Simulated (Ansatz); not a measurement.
# CH5OSSbSi: the cost of one run

Method: RKS B3LYP-D4/def2-SVP, in Ansatz 0.2.0.

## 1. The starting structure

Bond lengths: C1–Si2 1.826 Å, Si2–O3 1.697 Å, O3–Sb4 2.083 Å, Si2–S5 2.124 Å, Sb4–S5 2.470 Å, C1–H6 1.184 Å, C1–H7 1.106 Å, C1–H8 1.067 Å, Si2–H9 1.436 Å, Sb4–H10 1.836 Å. Angles (14 of 17 angles, heavy atoms first): C1–Si2–O3 107.9°, C1–Si2–S5 111.8°, O3–Si2–S5 101.2°, Si2–O3–Sb4 99.9°, O3–Sb4–S5 80.8°, Si2–S5–Sb4 78.0°, C1–Si2–H9 113.7°, O3–Si2–H9 111.4°, S5–Si2–H9 110.1°, Si2–C1–H6 108.2°, Si2–C1–H7 110.3°, Si2–C1–H8 111.1°, O3–Sb4–H10 88.6°, S5–Sb4–H10 89.6°.

Structure file:

```xyz
10

C    -1.2662   -0.3506   -0.6678
Si    0.4895    0.1520   -0.6443
O     1.3482   -0.9924    0.2692
Sb    2.0631    0.2318    1.7957
S     0.7897    1.9115    0.5077
H    -1.8872    0.5025   -1.2054
H    -1.6631   -0.4055    0.3633
H    -1.4010   -1.2522   -1.2214
H     1.0610    0.3137   -1.9516
H     0.5491   -0.1619    2.7574
```

## 2. End point A

input.yaml

```yaml
crystal:
  periodic: [false, false, false]
  atoms:
    - { symbol: C, position_ang: [-1.2662, -0.3506, -0.6678] }
    - { symbol: Si, position_ang: [0.4895, 0.152, -0.6443] }
    - { symbol: O, position_ang: [1.3482, -0.9924, 0.2692] }
    - { symbol: Sb, position_ang: [2.0631, 0.2318, 1.7957] }
    - { symbol: S, position_ang: [0.7897, 1.9115, 0.5077] }
    - { symbol: H, position_ang: [-1.8872, 0.5025, -1.2054] }
    - { symbol: H, position_ang: [-1.6631, -0.4055, 0.3633] }
    - { symbol: H, position_ang: [-1.401, -1.2522, -1.2214] }
    - { symbol: H, position_ang: [1.061, 0.3137, -1.9516] }
    - { symbol: H, position_ang: [0.5491, -0.1619, 2.7574] }
basis:
  gaussian: { orbitals: def2-SVP }
hamiltonian:
  xc: b3lyp
  dispersion: d4
relax:
  f_tol: 0.02
  max_steps: 50
output:
  orbitals: {}
```

Command:

```bash
ansatz run input.yaml --threads 2 --pin off --max-ram 3072MiB --backend cpu --events-out ev --progress --plain --runs-dir out
```

Q: Estimate wall time and peak memory on 2 threads of AMD EPYC 9R45 (Zen 5), shared host.

About 12 s, with a peak of 0.32 GiB.
